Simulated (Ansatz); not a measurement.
# C2H5FOSi: up Jacob's ladder to CCSD(T)

The task here is to estimate one member of a computed series from the others.

Method: functionals in def2-TZVPP, the program's frozen cores in correlated methods; program: Ansatz 0.2.0, Gaussian basis.

The runs, in order: LDA (SPW92), PBE-D4, revPBE-D4, BLYP-D4, r2SCAN-D4, B97M-V, PBE0-D4, B3LYP-D4, r2SCANh-D4, r2SCAN0-D4, HSE06-D4, BHLYP-D4, CAM-B3LYP-D4, LC-ωPBE, ωB97X-V, ωB97M-V, B2PLYP, PBE-QIDH; CCSD(T)/def2-SVP; CCSD(T)/def2-TZVPP; MP2/def2-QZVPP; extrapolation to the limit; RPA on PBE.

**Structure used throughout**

The geometry comes from an earlier relaxation with PBE0-D4 in a triple-zeta def2 set; it is a stationary point, not always the lowest conformer.

SMILES `FC1CO[SiH2]1`, 10 atoms, charge 0, spin multiplicity 1.

Atoms are counted from 1 here; the program's logs count them from 0.

Bond lengths: F1–C2 1.381 Å, C2–C3 1.541 Å, C2–Si5 1.901 Å, C2–H6 1.092 Å, C3–O4 1.445 Å, C3–H7 1.094 Å, C3–H8 1.093 Å, O4–Si5 1.668 Å, Si5–H9 1.486 Å, Si5–H10 1.485 Å. Angles: F1–C2–C3 113.3°, F1–C2–Si5 118.4°, F1–C2–H6 108.1°, C3–C2–Si5 82.8°, C3–C2–H6 113.6°, Si5–C2–H6 118.8°, C2–C3–O4 101.7°, C2–C3–H7 110.5°, C2–C3–H8 114.4°, O4–C3–H7 110.9°, O4–C3–H8 109.6°, H7–C3–H8 109.6°, C3–O4–Si5 94.5°, C2–Si5–O4 80.7°, C2–Si5–H9 119.5°, C2–Si5–H10 116.1°, O4–Si5–H9 113.6°, O4–Si5–H10 115.1° and more.

The first run:

in.yaml reads:

```yaml
crystal:
  periodic: [false, false, false]
  atoms:
    - {symbol: F, position_ang: [-1.820442, -0.327824, -0.810927]}
    - {symbol: C, position_ang: [-0.876057, -0.083056, 0.166904]}
    - {symbol: C, position_ang: [0.290658, -1.089798, 0.153307]}
    - {symbol: O, position_ang: [1.429882, -0.216350, -0.011946]}
    - {symbol: Si, position_ang: [0.510319, 1.162132, -0.206804]}
    - {symbol: H, position_ang: [-1.390485, -0.023790, 1.127827]}
    - {symbol: H, position_ang: [0.197314, -1.773360, -0.695478]}
    - {symbol: H, position_ang: [0.400793, -1.665085, 1.076040]}
    - {symbol: H, position_ang: [0.820808, 2.228653, 0.780427]}
    - {symbol: H, position_ang: [0.520210, 1.737278, -1.576348]}
basis:
  gaussian: {orbitals: def2-TZVPP}
hamiltonian: {xc: lda}
output: {orbitals: {seedname: orbitals}}
```

Command:

```sh
ansatz run in.yaml --threads 4 --pin off --events-out ev --progress --plain --max-ram 10444MiB
```

Steps of the session up to this table: LDA; PBE-D4 (GGA); revPBE-D4 (GGA); BLYP-D4 (GGA); r2SCAN-D4 (meta-GGA); B97M-V (meta-GGA); B3LYP-D4 (hybrid); r2SCANh-D4 (hybrid); r2SCAN0-D4 (hybrid); HSE06-D4 (hybrid); BHLYP-D4 (hybrid); CAM-B3LYP-D4 (range-separated); LC-ωPBE (range-separated); ωB97X-V (range-separated); ωB97M-V (range-separated); B2PLYP (double hybrid); PBE-QIDH (double hybrid).

One table of the session follows, with a row left open; its other results are not shown here.

It belongs to the step «Orbital energies across the functionals». 

```
  functional  HOMO (eV)  gap (eV)
 LDA (SPW92)      -6.74      5.12
      PBE-D4      -6.63      5.26
   revPBE-D4      -6.58      5.32
     BLYP-D4      -6.55      5.31
   r2SCAN-D4      -6.94      5.95
      B97M-V      -7.08      5.91
     PBE0-D4      -8.11      7.63
    B3LYP-D4      -7.90      7.19
  r2SCANh-D4      -7.49      6.80
  r2SCAN0-D4      -8.31      8.06
    HSE06-D4      -7.70      6.85
    BHLYP-D4      -9.50      9.89
CAM-B3LYP-D4      -9.54     10.04
     LC-ωPBE     -10.85     12.56
     ωB97X-V          ?         ?
     ωB97M-V     -10.40     11.62
```

Estimate the missing values for ωB97X-V.

The run gave: HOMO (eV): -10.52; gap (eV): 12.08. In the column «HOMO (eV)» it lies between LC-ωPBE (-10.85) and ωB97M-V (-10.40).
